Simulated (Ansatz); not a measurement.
# CHBrFSi+: single points off equilibrium

One table from this session's results is given with a row withheld; the runs are named, their logs left out.

Computed with Ansatz 0.2.0, Gaussian basis. Level: single points in def2-TZVPP.

Cores are frozen in the correlated methods. Filled d shells of the heavier atoms are correlated. B3LYP uses VWN-RPA correlation.

## Where the work starts

SMILES `FC=[Si+]Br`, 5 atoms, charge 1, spin multiplicity 1.

Atoms are counted from 1 here; the program's logs count them from 0.

Bond lengths: F1–C2 1.290 Å, C2–Si3 1.798 Å, C2–H5 1.123 Å, Si3–Br4 2.128 Å. Angles: F1–C2–Si3 118.1°, F1–C2–H5 114.7°, Si3–C2–H5 115.8°, C2–Si3–Br4 162.0°.

As a file:

```xyz
5
CHBrFSi
F     0.8414    0.1179    1.6395
C     0.3604    0.6252    0.5559
Si   -0.3641   -0.4924   -0.6525
Br   -1.7485   -1.7345   -1.6860
H     0.9519    1.4817    0.1354
```

The first run:

Contents of run/in.yaml:

```yaml
crystal:
  periodic: [false, false, false]
  atoms:
    - {symbol: F, position_ang: [0.841400, 0.117900, 1.639500]}
    - {symbol: C, position_ang: [0.360400, 0.625200, 0.555900]}
    - {symbol: Si, position_ang: [-0.364100, -0.492400, -0.652500]}
    - {symbol: Br, position_ang: [-1.748500, -1.734500, -1.686000]}
    - {symbol: H, position_ang: [0.951900, 1.481700, 0.135400]}
basis:
  gaussian: {orbitals: def2-TZVPP}
total_charge: 1
correlation: {method: ccsd_t}
output: {forces: true}
```

No record of the launch command was kept for these runs.

Among the steps run: CCSD(T)/def2-TZVPP; PBE0-D4/def2-TZVPP; wB97M-V/def2-TZVPP; r2SCAN-D4/def2-TZVPP; PBE-D4/def2-TZVPP; B3LYP-D4/def2-TZVPP; BLYP-D4/def2-TZVPP.

One table of the session follows, with a row left open; its other results are not shown here.

```
   method  RMS force component (eV/Å)  angle to CCSD(T) forces (°)
  CCSD(T)                       0.698                    reference
  PBE0-D4                       0.514                         17.9
  wB97M-V                       0.624                         14.1
r2SCAN-D4                       0.585                          9.5
   PBE-D4                       0.635                         14.6
 B3LYP-D4                       0.624                         11.9
  BLYP-D4                           ?                            ?
```

Q: Estimate the row for BLYP-D4 from the others.

The run gave: RMS force component (eV/Å): 0.782; angle to CCSD(T) forces (°): 19.4. In the column «RMS force component (eV/Å)» it is the highest.
